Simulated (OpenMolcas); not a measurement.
# Ir⁶⁺: CASSCF and CASPT2 terms and fine-structure levels

Aim: the low terms and levels of Ir⁶⁺, with their order and spacing, then second-order correlation under several settings.

Program: OpenMolcas 26.06. Level of theory: state-averaged CASSCF and CASPT2, spin-orbit coupling by RASSI with atomic mean-field integrals. These are calculated values, not measurements, unless marked.

## 1. What is computed

* Species: Ir⁶⁺ (iridium, Z = 77, 71 electrons)
* Basis: ANO-RCC-VQZP [9s8p6d4f2g1h], 120 functions
* Scalar Hamiltonian: DKH2, point nucleus
* Inactive shells: 1s 2s 2p 3s 3p 3d 4s 4p 4d 4f 5s 5p
* Active space: 3 electrons in 10 orbitals (5d 6d)
* Some configurations of this space: 5d3
* Orbitals: optimised for each spin and parity, averaged over all roots

Outer shells as boxes (Hund's rule):

5d3
```
5d [↑ ][↑ ][↑ ][  ][  ]
```

The work runs as a chain of OpenMolcas steps in one folder; each step below is one input file. Labels, J, g values, rates, χT and fits are worked out afterwards by a script from the matrices that RASSI stores.

## 2. GATEWAY and SEWARD: basis and integrals

Input file a.inp:

```
&GATEWAY
Coord
1

Ir 0.0 0.0 0.0
Basis=ANO-RCC-VQZP
Group=XYZ
NoMove
AngMom=0.0 0.0 0.0
AMFI
&SEWARD
```

Started as:

```sh
OMP_NUM_THREADS=1 MOLCAS_MEM=1689 MOLCAS_PROJECT=a pymolcas a.inp > a.log
```

## 3. A small preliminary run for start orbitals

Input file a.inp:

```
&RASSCF
FileOrb=start.orb
Symmetry=1
Spin=4
nActEl=3 0 0
Inactive=15 19
Ras2=5 0
CIRoot=10 10 1
SDav=10
CIMx=300
Iter=120 100
PrWF=0.3
OrbListing=Nothing
MaxOrb=0
Atom
>>> COPY $Project.JobIph JOBPRE
```

## 4. Reference wave functions, quartets of even parity, 10 roots

Input file a.inp:

```
&RASSCF
FileOrb=start.orb
Symmetry=1
Spin=4
nActEl=3 0 0
Inactive=15 19
Ras2=10 0
CIRoot=10 10 1
SDav=120
CIMx=300
Iter=120 100
PrWF=0.3
OrbListing=Nothing
MaxOrb=0
Atom
>>> COPY $Project.JobIph JOB001
```

## 5. Reference wave functions, doublets of even parity, 40 roots

Input file a.inp:

```
&RASSCF
FileOrb=start.orb
Symmetry=1
Spin=2
nActEl=3 0 0
Inactive=15 19
Ras2=10 0
CIRoot=40 40 1
SDav=330
CIMx=300
Iter=120 100
PrWF=0.3
OrbListing=Nothing
MaxOrb=0
Atom
>>> COPY $Project.JobIph JOB002
```

## 6. State interaction with spin-orbit coupling

Input file a.inp:

```
&RASSI
NrOfJobIphs=2 10 40
1 2 3 4 5 6 7 8 9 10
1 2 3 4 5 6 7 8 9 10 11 12 13 14 15 16 17 18 19 20 21 22 23 24 25 26 27
28 29 30 31 32 33 34 35 36 37 38 39 40
IphNames
JOB001
JOB002
EJob
SpinOrbit
DIPRint=1.0
SOCoupling=1000.0
Subsets=2
MEES
Property=10
'ANGMOM' 1 'ANGMOM' 2 'ANGMOM' 3 'MLTPL  1' 1 'MLTPL  1' 2 'MLTPL  1' 3
'AMFI' 1 'AMFI' 2 'AMFI' 3 'MLTPL  2' 6
SOProperty=3
'ANGMOM' 1 'ANGMOM' 2 'ANGMOM' 3
```

## 7. CASPT2: IPEA 0.25, imaginary shift 0.1 (closed shells correlated: 5s 5p)

Input file a.inp:

```
>>> COPY JOB001 $Project.JobIph
&CASPT2
Multistate=10 1 2 3 4 5 6 7 8 9 10
Frozen=14 16
IPEA=0.25
Imaginary=0.1
MaxIter=60
WThr=0.0 0.3 0.05
PrWF=0.5
NoMix
>>> COPY JOB002 $Project.JobIph
&CASPT2
Multistate=40 1 2 3 4 5 6 7 8 9 10 11 12 13 14 15 16 17 18 19 20 21 22
23 24 25 26 27 28 29 30 31 32 33 34 35 36 37 38 39 40
Frozen=14 16
IPEA=0.25
Imaginary=0.1
MaxIter=60
WThr=0.0 0.3 0.05
PrWF=0.5
NoMix
```

## 8. CASPT2: IPEA 0, imaginary shift 0.1 (closed shells correlated: 5s 5p)

Changes to a.inp since step 7:

```diff
@@ -4,3 +4,3 @@
 Frozen=14 16
-IPEA=0.25
+IPEA=0.0
 Imaginary=0.1
@@ -15,3 +15,3 @@
 Frozen=14 16
-IPEA=0.25
+IPEA=0.0
 Imaginary=0.1
```

(Steps that only read results are left out.)

**Question.** What will these runs give? Wanted: lowest level; first excited level; lowest level of another term; spin-orbit lowering of the lowest level; strongest of the lines computed, by gA.

**Answer**, as computed:

| quantity | value |
| --- | --- |
| method | SS-CASPT2, IPEA 0.25, imaginary shift 0.1 (closed shells correlated: 5s 5p) |
| lowest level | 5d3 4F 3/2, 80 % of that term, g = 0.502 |
| ground level listed by NIST | 4F3/2 |
| first excited level | 5d3 4F 5/2 at 0.989 eV |
| lowest level of another term | 5d3 4P 3/2 at 2.068 eV |
| spin-orbit lowering of the lowest level | 2.0386 eV |
| strongest of the lines computed, by gA (one parity, so forbidden lines), at CASSCF energies | 5d3 2G 9/2 → 5d3 2G 7/2, 587.3 nm, A = 4.47e+01 s⁻¹ |

Cost and accuracy by method:

```csv
method,time of its own steps,time with the reference,mean absolute difference from method B (cm-1)
A. CASSCF,34 s,34 s,2400
"B. SS-CASPT2, IPEA 0.25, imaginary shift 0.1, +5s 5p",5.8 min,6.4 min,0
"C. SS-CASPT2, IPEA 0, imaginary shift 0.1, +5s 5p",4.8 min,5.4 min,120
```

Times are of one thread on a shared host.

What this shows: The multiplet 4F is regular; its intervals divided by the larger J differ by 126 % of their mean, where Landé's rule for pure LS coupling makes them equal. Second-order correlation (method B) scales the levels of the lowest configuration above 5000 cm⁻¹ by 0.90 to 1.06. Only the configurations of the active space and the roots asked for are present. The lowest level holds only 80 % of its leading term, so the LS label is a loose one. Not all states of the active space went into the spin-orbit step. CASPT2 does not keep the components of a term degenerate, and the means are used. The levels of the extra active shells were not computed. Only valence configurations of the active space appear, up to the ionisation limit; * or ° marks odd parity.
